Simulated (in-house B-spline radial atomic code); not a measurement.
**Dy³⁸⁺: excited configurations**

How much energy does it take to promote electrons of Dy³⁸⁺ to other shells? Each configuration is solved by itself and compared with the reference.

Program: in-house B-spline radial atomic code version 1. Level of theory: Dirac-Hartree-Fock, average of configuration, Fermi nucleus, basis-set limit. These are calculated values, not measurements, unless marked.

## 1. What is computed

| Item | Value |
| --- | --- |
| element | dysprosium (Z = 66) |
| charge | +38 |
| electrons | 28 |
| configuration | [Ar] 3d10 |
| Hamiltonian | Dirac-Coulomb |
| nucleus | Fermi, rms radius 5.222 fm |

The outer shells:

[Ar] 3d10
```
[Ar] core
3d [↑↓][↑↓][↑↓][↑↓][↑↓]
```

The run's settings:

```ini
Z = 66
electrons = 28.0
configuration = [Ar] 3d10
hamiltonian = dirac
method = hf
spin_polarised = False
nucleus = fermi
rms_radius = 5.2218
mass_number = 164
atomic_mass = 163.929180819
speed_of_light = 137.035999084
```

From the earlier run of the reference: total energy -11279.557993 hartree. Levels, eight at most:

```
orbital  occupation  energy (eV)  <r> (bohr)
  2s1/2           2     -10770.3     0.08894
  2p1/2           2     -10310.8     0.07427
  2p3/2           4     -9504.41     0.08124
  3s1/2           2     -3630.28      0.2292
  3p1/2           2     -3432.65      0.2188
  3p3/2           4     -3254.72      0.2308
  3d3/2           4     -2927.35      0.2032
  3d5/2           6     -2888.42      0.2070
```

## 2. [Ar] 3d9 6p1

The run's settings:

```ini
Z = 66
electrons = 28.0
configuration = [Ar] 3d9 6p1
hamiltonian = dirac
method = hf
spin_polarised = False
nucleus = fermi
rms_radius = 5.2218
mass_number = 164
atomic_mass = 163.929180819
speed_of_light = 137.035999084
```

## 3. [Ne] 3s2 3p5 3d10 4p1

The settings differ from step 2 so:

```diff
@@ -2,3 +2,3 @@
 electrons = 28.0
-configuration = [Ar] 3d9 6p1
+configuration = [Ne] 3s2 3p5 3d10 4p1
 hamiltonian = dirac
```

## 4. [Ar] 3d9 7g1

The settings differ from step 3 so:

```diff
@@ -2,3 +2,3 @@
 electrons = 28.0
-configuration = [Ne] 3s2 3p5 3d10 4p1
+configuration = [Ar] 3d9 7g1
 hamiltonian = dirac
```

## 5. Run with [Ar] 3d9 5f1

The settings differ from step 4 so:

```diff
@@ -2,3 +2,3 @@
 electrons = 28.0
-configuration = [Ar] 3d9 7g1
+configuration = [Ar] 3d9 5f1
 hamiltonian = dirac
```

## 6. Configuration [Ne] 3s2 3p5 3d10 5p1

The settings differ from step 5 so:

```diff
@@ -2,3 +2,3 @@
 electrons = 28.0
-configuration = [Ar] 3d9 5f1
+configuration = [Ne] 3s2 3p5 3d10 5p1
 hamiltonian = dirac
```

Before running: How far above the reference does each configuration lie (order and size, in eV)?

As calculated:

| net move | configuration | energy above the reference (eV) | with Breit, QED, recoil (eV) | largest <r> (bohr) |
| --- | --- | --- | --- | --- |
| 3p → 4p | [Ne] 3s2 3p5 3d10 4p1 | 1673.40 | 1670.44 | 0.472 |
| 3d → 5f | [Ar] 3d9 5f1 | 2039.15 | 2037.19 | 0.767 |
| 3d → 6p | [Ar] 3d9 6p1 | 2233.06 | 2231.39 | 1.18 |
| 3p → 5p | [Ne] 3s2 3p5 3d10 5p1 | 2318.78 | 2315.05 | 0.788 |
| 3d → 7g | [Ar] 3d9 7g1 | 2475.29 | 2473.26 | 1.61 |

Quantum defects of the promoted electron, δ = n − ζ/√(−2ε) with ζ = 39 and ε its orbital energy in hartree:

| promotion | δ |
| --- | --- |
| 3p → 4p | 0.445 |
| 3d → 5f | 0.097 |
| 3d → 6p | 0.430 |
| 3p → 5p | 0.433 |
| 3d → 7g | 0.020 |

**Reading.** The lowest of them is 3p → 4p at 1673.40 eV and the highest 3d → 7g at 2475.29 eV. Of those tabulated, the defect is largest for 4p (0.45) and least for 7g (0.02); at this charge much of the defect is relativistic. Two partly filled shells share a symmetry and can mix in the average, which may lower the energy, for: 3p → 4p; 3p → 5p. These are averages over configurations, without correlation, not spectroscopic levels.
